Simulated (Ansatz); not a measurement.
**SnTe: stiffness from strained cells**

How stiff is the crystal, and how unevenly? Runs: cell and atoms relaxed (PAW); elastic constants (PAW); in-plane strain -0.02, out-of-plane length and atoms relaxed (PAW); in-plane strain -0.01, out-of-plane length and atoms relaxed (PAW); in-plane strain -0.005, out-of-plane length and atoms relaxed (PAW); in-plane strain +0.005, out-of-plane length and atoms relaxed (PAW); in-plane strain +0.01, out-of-plane length and atoms relaxed (PAW); in-plane strain +0.02, out-of-plane length and atoms relaxed (PAW).

The COD entry's cell or inner coordinates are ideal or old and differ from later refinements, so a difference from it is no clean test against experiment.

Computed with Ansatz 0.2.0 (DFT PBEsol, frozen-core PAW, scalar-relativistic unless said, unless a step's input says otherwise).

### 1 Starting point

The structure is cubic, space group Fm-3m (No. 225). Conventional cell: a = 6.302 Å, b = 6.302 Å, c = 6.302 Å, α = 90.00°, β = 90.00°, γ = 90.00°. Around Sn (site symmetry m-3m) lie 6 Te at 3.15 Å. Te (site symmetry m-3m) is surrounded by 6 Sn at 3.15 Å.

As a file:

```cif
data_structure
_symmetry_space_group_name_H-M 'Fm-3m'
_symmetry_Int_Tables_number 225
_cell_length_a 6.3017
_cell_length_b 6.3017
_cell_length_c 6.3017
_cell_angle_alpha 90.000
_cell_angle_beta 90.000
_cell_angle_gamma 90.000
_cell_volume 250.25
loop_
_atom_site_label
_atom_site_type_symbol
_atom_site_symmetry_multiplicity
_atom_site_Wyckoff_symbol
_atom_site_fract_x
_atom_site_fract_y
_atom_site_fract_z
_atom_site_occupancy
Sn1 Sn 4 a 0.00000 0.00000 0.00000 1
Te1 Te 4 b 0.00000 0.50000 0.00000 1
```

Cartesian axes are those of the input's lattice vectors. The structure goes back to a database entry.

### 2 Cell and atoms relaxed, PAW

File input.yaml:

```yaml
crystal:
  lattice:
    - [3.15085, 3.15085, 0.0]
    - [-3.15085, 3.15085, 0.0]
    - [0.0, 3.15085, 3.15085]
  atoms:
    - { symbol: Sn, position: [0.0, 0.0, 0.0] }
    - { symbol: Te, position: [0.5, 0.5, 0.0] }
kpoints:
  mp_grid: { grid: [10, 10, 10] }
scf:
  occupations: { method: fermi_dirac, width: 0.05 }
hamiltonian:
  xc: pbesol
  pseudopotentials: { kind: paw }
relax:
  f_tol: 0.002
  max_steps: 80
  cell: {}
output:
  forces: true
  stress: true
```

Started as:

```console
$ ansatz run input.yaml --threads 1 --pin off --max-ram 3072MiB --backend cpu --events-out ev --progress --plain --runs-dir out
```

### 3 Elastic constants, PAW

File input.yaml:

```yaml
crystal:
  lattice:
    - [3.1442354006, 3.1442354006, 0.0]
    - [-3.1442354006, 3.1442354006, 0.0]
    - [0.0, 3.1442354006, 3.1442354006]
  atoms:
    - { symbol: Sn, position: [0.0, 0.0, 0.0] }
    - { symbol: Te, position: [0.5, 0.5, 0.0] }
kpoints:
  mp_grid: { grid: [10, 10, 10] }
scf:
  occupations: { method: fixed }
hamiltonian:
  xc: pbesol
  pseudopotentials: { kind: paw }
elastic:
  mode: relaxed_ion
  stencil: two_point
  amplitude: 0.005
```

### 4 In-plane strain -0.02, out-of-plane length and atoms relaxed, PAW

File input.yaml:

```yaml
crystal:
  lattice:
    - [3.08135069259, 3.08135069259, 0.0]
    - [-3.08135069259, 3.08135069259, 0.0]
    - [0.0, 3.08135069259, 3.18196622541]
  atoms:
    - { symbol: Sn, position: [0.0, 0.0, 0.0] }
    - { symbol: Te, position: [0.5, 0.5, 0.0] }
kpoints:
  mp_grid: { grid: [10, 10, 10] }
scf:
  occupations: { method: fixed }
hamiltonian:
  xc: pbesol
  pseudopotentials: { kind: paw }
relax:
  f_tol: 0.002
  max_steps: 80
  cell: { fix: [a, b, gamma] }
output:
  forces: true
  stress: true
```

### 5 In-plane strain -0.01, out-of-plane length and atoms relaxed, PAW

Edit input.yaml of step 4 so:

```diff
@@ -2,5 +2,5 @@
   lattice:
-    - [3.08135069259, 3.08135069259, 0.0]
-    - [-3.08135069259, 3.08135069259, 0.0]
-    - [0.0, 3.08135069259, 3.18196622541]
+    - [3.11279304659, 3.11279304659, 0.0]
+    - [-3.11279304659, 3.11279304659, 0.0]
+    - [0.0, 3.11279304659, 3.163100813]
   atoms:
```

### 6 In-plane strain -0.005, out-of-plane length and atoms relaxed, PAW

Edit input.yaml of step 5 so:

```diff
@@ -2,5 +2,5 @@
   lattice:
-    - [3.11279304659, 3.11279304659, 0.0]
-    - [-3.11279304659, 3.11279304659, 0.0]
-    - [0.0, 3.11279304659, 3.163100813]
+    - [3.1285142236, 3.1285142236, 0.0]
+    - [-3.1285142236, 3.1285142236, 0.0]
+    - [0.0, 3.1285142236, 3.1536681068]
   atoms:
```

### 7 In-plane strain +0.005, out-of-plane length and atoms relaxed, PAW

Edit input.yaml of step 6 so:

```diff
@@ -2,5 +2,5 @@
   lattice:
-    - [3.1285142236, 3.1285142236, 0.0]
-    - [-3.1285142236, 3.1285142236, 0.0]
-    - [0.0, 3.1285142236, 3.1536681068]
+    - [3.1599565776, 3.1599565776, 0.0]
+    - [-3.1599565776, 3.1599565776, 0.0]
+    - [0.0, 3.1599565776, 3.1348026944]
   atoms:
```

### 8 In-plane strain +0.01, out-of-plane length and atoms relaxed, PAW

Edit input.yaml of step 7 so:

```diff
@@ -2,5 +2,5 @@
   lattice:
-    - [3.1599565776, 3.1599565776, 0.0]
-    - [-3.1599565776, 3.1599565776, 0.0]
-    - [0.0, 3.1599565776, 3.1348026944]
+    - [3.17567775461, 3.17567775461, 0.0]
+    - [-3.17567775461, 3.17567775461, 0.0]
+    - [0.0, 3.17567775461, 3.1253699882]
   atoms:
@@ -22 +22,5 @@
   stress: true
+  write_density: true
+  write_potential: true
+  elf: true
+  volumetric_format: npy
```

### 9 In-plane strain +0.02, out-of-plane length and atoms relaxed, PAW

File input.yaml:

```yaml
crystal:
  lattice:
    - [3.20712010861, 3.20712010861, 0.0]
    - [-3.20712010861, 3.20712010861, 0.0]
    - [0.0, 3.20712010861, 3.10650457579]
  atoms:
    - { symbol: Sn, position: [0.0, 0.0, 0.0] }
    - { symbol: Te, position: [0.5, 0.5, 0.0] }
kpoints:
  mp_grid: { grid: [10, 10, 10] }
scf:
  occupations: { method: fixed }
hamiltonian:
  xc: pbesol
  pseudopotentials: { kind: paw }
relax:
  f_tol: 0.002
  max_steps: 80
  cell: { fix: [a, b, gamma] }
output:
  forces: true
  stress: true
```

(Steps that only read results are left out.)

**Question.** What will these runs give? Wanted: C11; C12; C44; bulk, shear and Young's modulus; Debye temperature from sound speeds; universal anisotropy index.

**Answer**, as computed:

```
                           quantity           value
                          C11 (PAW)         136 GPa
                          C12 (PAW)           3 GPa
                          C44 (PAW)          17 GPa
    bulk, shear and Young's modulus  47, 30, 75 GPa
Debye temperature from sound speeds           213 K
         universal anisotropy index            2.64
```

What this shows: All eigenvalues are positive, so the crystal is mechanically stable; by PAW K = 47 and G = 30 GPa, K/G = 1.56, on the brittle side of Pugh's rough line at 1.75, which was drawn for metals. Young's modulus runs from 45 to 136 GPa with direction. Cautions: frozen-core PAW files fitted under PBE, their cores solved anew for the functional of the run; the gap is tiny at this level, and band order or a closed gap can change these values.
